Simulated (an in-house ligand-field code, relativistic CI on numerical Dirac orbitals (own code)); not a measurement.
**d4 in a ligand field: terms for several parameter sets**

Which terms of d4 lie lowest for given Racah parameters and ligand field?

The numbers are computed with an in-house ligand-field code version 1 (parametric ligand-field model of a d^n configuration (Racah B and C, spin-orbit zeta, crystal field), exact diagonalisation), except any that are marked as measured or tabulated.

### 1 What is computed

| Quantity | Value |
| --- | --- |
| shell | d4 |
| set 1 (cm⁻¹) | B = 800, C = 3490, D3d, 10Dq = 22250, Dsigma = 1200, Dtau = 380 |
| set 2 (cm⁻¹) | B = 1070, C = 5240, Oh, 10Dq = 31850 |
| set 3 (cm⁻¹) | B = 590, C = 2220, D4h, 10Dq = 24600, Ds = 2710, Dt = 1190 |
| set 4 (cm⁻¹) | B = 980, C = 3660, Oh, 10Dq = 68700 |
| set 5 (cm⁻¹) | B = 800, C = 3890, D4h, 10Dq = 20650, Ds = 3000, Dt = 170 |
| set 6 (cm⁻¹) | B = 620, C = 3130, Td, 10Dq = -4000 |
| set 7 (cm⁻¹) | B = 700, C = 3050, Td, 10Dq = -9850 |
| set 8 (cm⁻¹) | B = 680, C = 3370, D3d, 10Dq = 19000, Dsigma = 1200, Dtau = 240 |

### 2 Set 1

Settings, as recorded:

```ini
n = 4
racah_B = 800  # cm-1
racah_C = 3490  # cm-1
zeta = 0  # cm-1
symmetry = D3d
field = {"10Dq": 22250, "Dsigma": 1200, "Dtau": 380}  # cm-1
```

### 3 Set 2

Settings, as recorded:

```ini
n = 4
racah_B = 1070  # cm-1
racah_C = 5240  # cm-1
zeta = 0  # cm-1
symmetry = Oh
field = {"10Dq": 31850}  # cm-1
```

### 4 Set 3

Settings, as recorded:

```ini
n = 4
racah_B = 590  # cm-1
racah_C = 2220  # cm-1
zeta = 0  # cm-1
symmetry = D4h
field = {"10Dq": 24600, "Ds": 2710, "Dt": 1190}  # cm-1
```

### 5 Set 4

Settings, as recorded:

```ini
n = 4
racah_B = 980  # cm-1
racah_C = 3660  # cm-1
zeta = 0  # cm-1
symmetry = Oh
field = {"10Dq": 68700}  # cm-1
```

### 6 Set 5

Settings, as recorded:

```ini
n = 4
racah_B = 800  # cm-1
racah_C = 3890  # cm-1
zeta = 0  # cm-1
symmetry = D4h
field = {"10Dq": 20650, "Ds": 3000, "Dt": 170}  # cm-1
```

### 7 Set 6

Settings, as recorded:

```ini
n = 4
racah_B = 620  # cm-1
racah_C = 3130  # cm-1
zeta = 0  # cm-1
symmetry = Td
field = {"10Dq": -4000}  # cm-1
```

### 8 Set 7

Settings, as recorded:

```ini
n = 4
racah_B = 700  # cm-1
racah_C = 3050  # cm-1
zeta = 0  # cm-1
symmetry = Td
field = {"10Dq": -9850}  # cm-1
```

### 9 Set 8

Settings, as recorded:

```ini
n = 4
racah_B = 680  # cm-1
racah_C = 3370  # cm-1
zeta = 0  # cm-1
symmetry = D3d
field = {"10Dq": 19000, "Dsigma": 1200, "Dtau": 240}  # cm-1
```

(Steps that only read results are left out.)

Q: Predict the outcome of this session. Wanted: lowest terms; sets at their largest spin, of those that allow S over 1.

**Answer**, as computed:

| set | 10Dq/B (size) | lowest | S | electrons in z² and x²-y² | first level of the same spin (cm⁻¹) |
| --- | --- | --- | --- | --- | --- |
| 1: D3d | 27.8 | 3A2 | 1.00 | 0.03 | 3E 5672 |
| 2: Oh | 29.8 | 3T1 | 1.00 | 0.04 | 3E 27418 |
| 3: D4h | 41.7 | 5B1 | 2.00 | 1.00 | 5A1 16790 |
| 4: Oh | 70.1 | 3T1 | 1.00 | 0.01 | 3E 64909 |
| 5: D4h | 25.8 | 5B1 | 2.00 | 1.00 | 5A1 12850 |
| 6: Td | 6.5 | 5T2 | 2.00 | 2.00 | 5E 4000 |
| 7: Td | 14.1 | 5T2 | 2.00 | 2.00 | 5E 9850 |
| 8: D3d | 27.9 | 3A2 | 1.00 | 0.03 | 3E 4591 |

| quantity | value |
| --- | --- |
| lowest terms | 1: 3A2, 2: 3T1, 3: 5B1, 4: 3T1, 5: 5B1, 6: 5T2, 7: 5T2, 8: 3A2 |
| sets at their largest spin, of those that allow S over 1 | 3, 5, 6, 7 |

4 of 8 sets have the highest spin that their shell allows, S = 2. A negative 10Dq stands for a tetrahedral field. B, C and the field are free parameters here, not those of a compound.
